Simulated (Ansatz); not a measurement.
# CH7BrSi (built from SMILES Br.C[SiH3]): a barrier at many levels of theory

How high is the barrier of this step (Si1–Br7 formed, H2–H6 formed, Si1–H2 broken, H6–Br7 broken), and how far do cheaper methods land from CCSD(T)?

The runs use Ansatz 0.2.0, Gaussian basis; single points in def2-TZVPP on PBE0-D4/def2-TZVP structures.

Levels: SPW92, PBE-D4, BLYP-D4, r2SCAN-D4, B97M-V, PBE0-D4, B3LYP-D4, r2SCAN0-D4, BHLYP-D4, CAM-B3LYP-D4, wB97X-V, wB97M-V, B2PLYP, PBE-QIDH, RPA on PBE, Hartree-Fock, MP2, CCSD, CCSD(T). The reference is CCSD(T) at the basis limit, from triple and quadruple zeta. Zero-point energies come from PBE0-D4 vibrations.

Cores are frozen in the correlated methods. Filled d shells of the heavier atoms are correlated. B3LYP uses VWN-RPA correlation. B2PLYP carries no dispersion term here.

23 further runs of the same task are left out: 23 set aside as unsound or not needed.

**1. Start, saddle and end, as given**

Charge 0, multiplicity 1. The folders r, ts and p hold the start, the saddle and the end; their coordinates stand in the first inputs.

```csv
pair,r (Å),ts (Å),p (Å)
Si1–Br7,4.293,2.723,2.231
H2–H6,1.922,0.873,0.747
Si1–H2,1.496,1.731,3.869
H6–Br7,1.427,1.941,3.297
```

**2. wB97M-V/def2-TZVPP**

The input, r/in.yaml:

```yaml
crystal:
  periodic: [false, false, false]
  atoms:
    - {symbol: Si, position_ang: [-0.503924, -0.386446, -0.960469]}
    - {symbol: H, position_ang: [0.125235, 0.926809, -1.302180]}
    - {symbol: H, position_ang: [-0.012796, -1.377483, -1.953416]}
    - {symbol: H, position_ang: [-1.972548, -0.226636, -1.124286]}
    - {symbol: C, position_ang: [-0.060897, -0.887302, 0.782564]}
    - {symbol: H, position_ang: [0.904202, 2.089011, 0.015531]}
    - {symbol: Br, position_ang: [1.428728, 2.840049, 1.109987]}
    - {symbol: H, position_ang: [-0.517814, -1.847719, 1.031437]}
    - {symbol: H, position_ang: [-0.410996, -0.145678, 1.503617]}
    - {symbol: H, position_ang: [1.020810, -0.984707, 0.897017]}
basis:
  gaussian: {orbitals: def2-TZVPP}
hamiltonian: {xc: {name: wB97M-V}}
```

The input, ts/in.yaml:

```yaml
crystal:
  periodic: [false, false, false]
  atoms:
    - {symbol: Si, position_ang: [-0.411419, 0.057468, -0.573559]}
    - {symbol: H, position_ang: [0.895015, 0.754299, -1.470866]}
    - {symbol: H, position_ang: [-0.302278, -0.882994, -1.737351]}
    - {symbol: H, position_ang: [-1.682225, 0.773664, -0.773005]}
    - {symbol: C, position_ang: [0.007305, -0.936496, 0.928842]}
    - {symbol: H, position_ang: [0.847773, 1.340054, -0.825698]}
    - {symbol: Br, position_ang: [0.327109, 2.303796, 0.776806]}
    - {symbol: H, position_ang: [-0.341039, -1.963906, 0.790177]}
    - {symbol: H, position_ang: [-0.431487, -0.491515, 1.820533]}
    - {symbol: H, position_ang: [1.091245, -0.954469, 1.063922]}
basis:
  gaussian: {orbitals: def2-TZVPP}
hamiltonian: {xc: {name: wB97M-V}}
```

The input, p/in.yaml:

```yaml
crystal:
  periodic: [false, false, false]
  atoms:
    - {symbol: Si, position_ang: [-1.092319, 0.222137, -0.087373]}
    - {symbol: H, position_ang: [2.389713, 0.605464, -1.730398]}
    - {symbol: H, position_ang: [-0.942327, 0.022326, -1.548823]}
    - {symbol: H, position_ang: [-2.518465, 0.072751, 0.290817]}
    - {symbol: C, position_ang: [0.000987, -0.924666, 0.882034]}
    - {symbol: H, position_ang: [2.019288, 1.156215, -1.387566]}
    - {symbol: Br, position_ang: [-0.526146, 2.336173, 0.344630]}
    - {symbol: H, position_ang: [-0.275076, -1.962957, 0.676925]}
    - {symbol: H, position_ang: [-0.103204, -0.744053, 1.953527]}
    - {symbol: H, position_ang: [1.047547, -0.783491, 0.606029]}
basis:
  gaussian: {orbitals: def2-TZVPP}
hamiltonian: {xc: {name: wB97M-V}}
```

The command line of these runs was not kept.

The runs that follow: CCSD(T)/def2-TZVPP; MP2/def2-QZVPP; Vibrations of the start structure; Vibrations of the end structure.

**Question.** What will these runs give? Wanted: barrier, CCSD(T)/CBS; reverse barrier, CCSD(T)/CBS; step energy, CCSD(T)/CBS; barrier with zero-point energy; step energy with zero-point energy; imaginary mode at the saddle; largest T1 diagnostic.

As calculated:

| quantity | value |
| --- | --- |
| barrier, CCSD(T)/CBS | 34.2 kcal/mol |
| reverse barrier, CCSD(T)/CBS | 52.7 kcal/mol |
| step energy, CCSD(T)/CBS | -18.5 kcal/mol |
| barrier with zero-point energy | 34.6 kcal/mol |
| step energy with zero-point energy | -19.7 kcal/mol |
| imaginary mode at the saddle | 678i cm⁻¹ |
| largest T1 diagnostic | 0.010 |

In words: The functionals run from B97M-V, off by 0.0 kcal/mol, to SPW92, off by -11.4 kcal/mol, against CCSD(T)/CBS. By rung, the mean size of the error is: LDA 11.4, GGA 4.8, meta-GGA 2.4, hybrid 2.5, range-separated hybrid 1.0, double hybrid 1.1 kcal/mol. PBE-D4 gives a barrier 6.7 kcal/mol too low, outside chemical accuracy (1 kcal/mol). The barrier rises with the share of exact exchange, from BLYP-D4 through B3LYP-D4 to BHLYP-D4 (-2.9, -0.9, +2.1 kcal/mol). Hartree-Fock, with no correlation, is off by +11.7 kcal/mol. Zero-point motion raises the barrier by 0.4 kcal/mol.
